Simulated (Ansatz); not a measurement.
Write a Python script for the Ansatz DFT code, driven from Python that makes a small convex hull of the Mg-Au system. Level of theory (first run): PBEsol, norm-conserving potentials, the default cutoff (1143 eV here), 7×7×7 k-points, Fermi-Dirac smearing of 0.1 eV.

Input file `mgau_mgau_pm_3m.cif`:
```cif
data_MgAu
_cell_length_a 3.259000
_cell_length_b 3.259000
_cell_length_c 3.259000
_cell_angle_alpha 90.00000
_cell_angle_beta 90.00000
_cell_angle_gamma 90.00000
_symmetry_space_group_name_H-M 'P 1'
_symmetry_Int_Tables_number 1
loop_
_symmetry_equiv_pos_as_xyz
'x, y, z'
loop_
_atom_site_label
_atom_site_type_symbol
_atom_site_fract_x
_atom_site_fract_y
_atom_site_fract_z
Mg1 Mg    0.500000    0.500000    0.500000
Au2 Au    0.000000    0.000000    0.000000
```

Contents of `mgau_mgau3_pm_3m.extxyz`:
```text
4
Lattice="4.10652732 0.0 0.0 0.0 4.10652732 0.0 0.0 0.0 4.10652732" Properties=species:S:1:pos:R:3 pbc="T T T"
Mg    0.00000000    0.00000000    0.00000000
Au    2.05326366    2.05326366    0.00000000
Au    2.05326366    0.00000000    2.05326366
Au    0.00000000    2.05326366    2.05326366
```

Input file `mgau_mg.vasp`:
```text
Mg
1.0
   3.20930000    0.00000000    0.00000000
  -1.60465000    2.77933533    0.00000000
   0.00000000    0.00000000    5.21030000
Mg
2
Direct
   0.33333333    0.66666667    0.25000000
   0.66666667    0.33333333    0.75000000
```

Contents of `mgau_au.vasp`:
```text
Au
1.0
   0.00000000    2.03500000    2.03500000
   2.03500000    0.00000000    2.03500000
   2.03500000    2.03500000    0.00000000
Au
1
Direct
   0.00000000    0.00000000    0.00000000
```

Script `mgau_hull.py`:
```python
"""Stability of Mg-Au compounds against each other, after relaxing cells and atoms."""

from collections import Counter
import warnings

import ansatz as az
from ase.io import read
import numpy as np


def compute(name, crystal):
    calc = (
        crystal.calculation()
        .scf(max_iterations=200, extra_bands=6, lower_state_search="off")
        .mixing("anderson", ndim=6, beta=0.4)
        .pseudopotentials("nc")
        .functional(az.Functional.PBESOL)
        .kpoints(spacing=0.3)
        .occupations("fermi_dirac", width=0.1)
    )
    calc = calc.relax(force_tolerance=0.02, max_steps=60, cell=True)
    return calc.run(threads=1)


def counts(outcome):
    return Counter(site.symbol for site in outcome.lattice.sites)

def formation_energy(outcome, mu):
    n = counts(outcome)
    return (outcome.report["energy_sigma0_ev"] - sum(k * mu[element] for element, k in n.items())) / sum(n.values())


def main() -> None:
    warnings.simplefilter("ignore")

    phases = {}
    atoms = read("mgau_mgau_pm_3m.cif")
    mgau_pm_3m = az.Crystal.from_ase(atoms)
    phases["MgAu Pm-3m"] = mgau_pm_3m
    mgau3_pm_3m = az.Crystal.from_extxyz("mgau_mgau3_pm_3m.extxyz")
    phases["MgAu3 Pm-3m"] = mgau3_pm_3m
    atoms = read("mgau_mg.vasp", format="vasp")
    mg = az.Crystal.from_ase(atoms)
    phases["Mg"] = mg
    atoms = read("mgau_au.vasp", format="vasp")
    au = az.Crystal.from_ase(atoms)
    phases["Au"] = au

    done = {name: compute(name, crystal) for name, crystal in phases.items()}

    # chemical potentials of the elements at zero temperature
    references = {"Mg": "Mg", "Au": "Au"}
    mu = {element: done[name].report["energy_sigma0_ev"] / len(done[name].lattice.sites) for element, name in references.items()}
    points = sorted((counts(o)["Au"] / len(o.lattice.sites), formation_energy(o, mu), name) for name, o in done.items())

    # walk in x and drop points that lie above the chord
    hull = []
    for x, e, _ in points:
        while len(hull) > 1 and (hull[-1][0] - hull[-2][0]) * (e - hull[-2][1]) - (hull[-1][1] - hull[-2][1]) * (x - hull[-2][0]) <= 0:
            hull.pop()
        hull.append((x, e))
    rows = [(name, x, e, e - np.interp(x, *zip(*hull))) for x, e, name in points]
    print("     phase       x(Au)  E_form (eV/atom)  above hull (eV/atom)")
    for row in rows:
        print(f"{str(row[0]):>10}  {row[1]:10.3f}  {row[2]:16.4f}  {row[3]:20.4f}")
    print("on the hull of these phases:", ", ".join(row[0] for row in rows if row[3] < 1e-6))


if __name__ == "__main__":
    main()
```

```console
$ python mgau_hull.py
     phase       x(Au)  E_form (eV/atom)  above hull (eV/atom)
        Mg       0.000            0.0000                0.0000
MgAu Pm-3m       0.500           -0.5880                0.0000
MgAu3 Pm-3m       0.750           -0.3741                0.0000
        Au       1.000            0.0000                0.0000
on the hull of these phases: Mg, MgAu Pm-3m, MgAu3 Pm-3m, Au
```

The settings weren't tested for convergence. For the metals among these phases the mesh is modest: differences between phases can be off by up to 40 meV an atom. Spin-orbit coupling, which matters for elements this heavy, is left out. The cells come from databases of deposited and of computed structures, and not all need be stable phases. Differences under about 40 meV an atom lie within the error of mesh and functional, so such verdicts may flip; only the cells listed enter the hull. Wall time of the script: 76 s on 1 thread of Arm Neoverse V2 (shared host), peak memory 0.6 GiB.
